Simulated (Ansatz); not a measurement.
# Mo3Se4: the cost of one run

Method: DFT r2SCAN, scalar-relativistic, plane waves, PAW, in Ansatz 0.2.0.

## (1) Starting point

Symmetry: R-3, No. 148, trigonal system. The conventional cell has a = 9.545 Å, b = 9.545 Å, c = 11.210 Å, α = 90.00°, β = 90.00°, γ = 120.00°. Mo (site symmetry 1) has 5 Se at 2.55 to 2.60 Å and 4 Mo at 2.68 to 2.84 Å in its first shell of neighbours. Se (site symmetry 1) has 4 Mo at 2.55 to 2.60 Å in its first shell of neighbours. Around Se (site symmetry 3) lie 3 Mo at 2.55 Å.

Coordinates:

```cif
data_structure
_symmetry_space_group_name_H-M 'R-3:H'
_symmetry_Int_Tables_number 148
_cell_length_a 9.5450
_cell_length_b 9.5450
_cell_length_c 11.2100
_cell_angle_alpha 90.000
_cell_angle_beta 90.000
_cell_angle_gamma 120.000
_cell_volume 884.48
loop_
_atom_site_label
_atom_site_type_symbol
_atom_site_symmetry_multiplicity
_atom_site_Wyckoff_symbol
_atom_site_fract_x
_atom_site_fract_y
_atom_site_fract_z
_atom_site_occupancy
Mo1 Mo 18 f 0.82900 0.84790 0.39400 1
Se1 Se 18 f 0.96210 0.67240 0.41710 1
Se2 Se 6 c 0.00000 0.00000 0.21370 1
```

The structure comes from the Crystallography Open Database.

(A quick probe on a coarse mesh, which set the mesh and smearing, is not shown.)

## (3) Full relaxation

Contents of input.yaml:

```yaml
crystal:
  lattice:
    - [4.7725, 2.7554041597, 3.7366666667]
    - [-4.7725, 2.7554041597, 3.7366666667]
    - [0.0, -5.5108083194, 3.7366666667]
  atoms:
    - { symbol: Mo, position: [0.223, 0.4129, 0.5461] }
    - { symbol: Mo, position: [0.5461, 0.223, 0.4129] }
    - { symbol: Mo, position: [0.4129, 0.5461, 0.223] }
    - { symbol: Mo, position: [0.777, 0.5871, 0.4539] }
    - { symbol: Mo, position: [0.4539, 0.777, 0.5871] }
    - { symbol: Mo, position: [0.5871, 0.4539, 0.777] }
    - { symbol: Se, position: [0.3792, 0.1274, 0.7447] }
    - { symbol: Se, position: [0.7447, 0.3792, 0.1274] }
    - { symbol: Se, position: [0.1274, 0.7447, 0.3792] }
    - { symbol: Se, position: [0.6208, 0.8726, 0.2553] }
    - { symbol: Se, position: [0.2553, 0.6208, 0.8726] }
    - { symbol: Se, position: [0.8726, 0.2553, 0.6208] }
    - { symbol: Se, position: [0.2137, 0.2137, 0.2137] }
    - { symbol: Se, position: [0.7863, 0.7863, 0.7863] }
basis:
  ecutwfc: 500
kpoints:
  mp_grid: { grid: [6, 6, 6] }
hamiltonian:
  xc: r2scan
scf:
  occupations: { method: gaussian, width: 0.1 }
output:
  forces: true
  stress: true
  eigenvalues: true
  write_density: true
  write_potential: true
  elf: true
  volumetric_format: npy
relax:
  adjacent_minimum: "off"
  f_tol: 0.005
  max_steps: 80
  cell: { stress_tol: 0.05 }
```

Started as:

```console
$ ansatz run input.yaml --threads 4 --pin off --max-ram 10240MiB --backend cpu --events-out ev --progress --plain --runs-dir out
```

Q: Estimate wall time and peak memory on 4 threads of Intel Xeon Platinum 8259CL at 2.50GHz (Skylake/Cascade Lake), shared host.

About 7.6 min, with a peak of 2.8 GiB.
